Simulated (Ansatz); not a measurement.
What does this script print? It uses the Python package of Ansatz (0.2.0).

`ba2n_formation.py`:
```python
"""Formation energy of Ba2N from the elements, after relaxing cells and atoms."""

from collections import Counter
import logging
import sys
import warnings

import ansatz as az
import numpy as np

logging.basicConfig(stream=sys.stdout, format="%(levelname)s %(message)s")
logger = logging.getLogger("ba2n")
logger.setLevel(logging.INFO)

GASES = {"N2"}


def run_phase(name, crystal):
    calc = (
        crystal.calculation()
        .functional(az.Functional.PBESOL)
        .pseudopotentials("nc")
        .accuracy("medium")  # preset for grids and thresholds
        .scf(extra_bands=8)
        .kpoints(spacing=0.3)  # sampling of the Brillouin zone
        .occupations("cold", width=0.05)
        .stress()  # positive in compression
    )
    if name in GASES:
        return calc.kpoints(1, 1, 1).relax(force_tolerance=0.01).run(threads=1)
    calc = calc.relax(force_tolerance=0.01, cell=True)
    return calc.run(threads=1)


def counts(outcome):
    return Counter(site.symbol for site in outcome.lattice.sites)

def formation_energy(outcome, mu):
    n = counts(outcome)
    return (outcome.report["energy_sigma0_ev"] - sum(k * mu[element] for element, k in n.items())) / sum(n.values())


def volume_per_atom(outcome):
    return abs(np.linalg.det(outcome.lattice.cell_ang)) / len(outcome.lattice.sites)


def main() -> None:
    warnings.simplefilter("ignore", az.DeckWarning)

    phases = {}
    ba2n = (
        az.Lattice.from_parameters(4.029, 4.029, 22.425, alpha=90, beta=90, gamma=120)
        .space_group(166)
        .atom("Ba", (1 / 3, 2 / 3, 0.93313667))
        .atom("N", (0.0, 0.0, 0.0))
        .primitive()
    )
    phases["Ba2N"] = ba2n
    ba = (
        az.Lattice.bcc(5.013)
        .space_group(229)
        .atom("Ba", (0.0, 0.0, 0.0))
        .primitive()
    )
    phases["Ba"] = ba
    n2 = (
        az.Lattice.from_parameters(9.0, 9.5, 10.0, alpha=90.0, beta=90.0, gamma=90.0)
        .atom("N", (0.5, 0.5, 0.4445))
        .atom("N", (0.5, 0.5, 0.5555))
    )
    phases["N2"] = n2

    done = {name: run_phase(name, crystal) for name, crystal in phases.items()}

    # chemical potentials of the elements at zero temperature
    references = {"Ba": "Ba", "N": "N2"}
    mu = {element: done[name].report["energy_sigma0_ev"] / len(done[name].lattice.sites) for element, name in references.items()}

    target = done["Ba2N"]
    heat = formation_energy(target, mu)
    rows = [(name, len(o.lattice.sites), volume_per_atom(o), formation_energy(o, mu)) for name, o in done.items()]
    logger.info("     phase       atoms  V (A^3/atom)  E_form (eV/atom)")
    for row in rows:
        logger.info(f"{str(row[0]):>10}  {row[1]:10d}  {row[2]:12.3f}  {row[3]:16.4f}")
    # no correction for the overbinding of the gas molecule is applied


if __name__ == "__main__":
    main()
```

```console
$ python ba2n_formation.py
INFO      phase       atoms  V (A^3/atom)  E_form (eV/atom)
INFO       Ba2N           3        33.264           -0.5771
INFO         Ba           1        58.923            0.0000
INFO         N2           2       427.500            0.0000
```

Caveats:
- The settings weren't tested for convergence.
- For the metals among these phases the mesh is modest: differences between phases can be off by up to 40 meV an atom.
- The program warned that this SCF threshold is loose for forces or stresses.
- The cells come from databases of deposited and of computed structures, and not all need be stable phases.
- The compound is the structure given, not necessarily its lowest; energies are at zero temperature, with no correction for gases. A semilocal functional's error on such energies is often 0.05 to 0.1 eV an atom, and 0.1 to 0.3 eV against gases such as O2 or F2.
- The script silences the warnings on its input, which a real study should read.
- Finished in 2.8 min on 1 thread of Arm Neoverse V2, on a shared host, peak memory 1.5 GiB.
